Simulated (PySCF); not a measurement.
# C2F6 (perfluoroethane): the cost of one run

Programs: PySCF 2.14.0, with density-fitted response routines of our own. Each step states its level of theory. These are calculated values for one molecule in the gas phase, unless marked as measured. Atoms count from 0, in the outputs and in this text.

### 1 The starting structure

8 atoms, charge 0, multiplicity 1; geometry from: GFN2-xTB. The atoms were then displaced at random by about 0.01 Å, so the start is not that level's minimum.

Bonds of the start (Å): F0–C1 1.34, C1–F2 1.32, C1–F3 1.33, C1–C4 1.56, C4–F5 1.33, C4–F6 1.32, C4–F7 1.33.

### 2 Relaxing the molecule at PBE0-D3(BJ)/def2-SVP

Job settings and geometry (Å):

```
{"job": {"xc": "PBE0", "basis": "def2-SVP", "d3": "d3bj", "grid": 1, "shake": 0.01, "kind": "geom"}, "charge": 0, "multiplicity": 1}
F      1.419820    -0.317880    -1.027570
C      0.762510    -0.073700     0.112620
F      1.240060     1.036530     0.647360
F      1.049880    -1.081030     0.931630
C     -0.768570     0.065980    -0.132890
F     -1.024350     1.089550    -0.945340
F     -1.246850    -1.039790    -0.659910
F     -1.377370     0.301190     1.021650
```

The run is started by

```sh
> OMP_NUM_THREADS=1 python probes_run.py task.json out
```

This one command runs all jobs of the session in turn.

**Question.** How long does this first job take on 1 thread of Arm Neoverse V2, shared host, and how much memory does it need?

About 33 s, with a peak of 0.47 GiB.
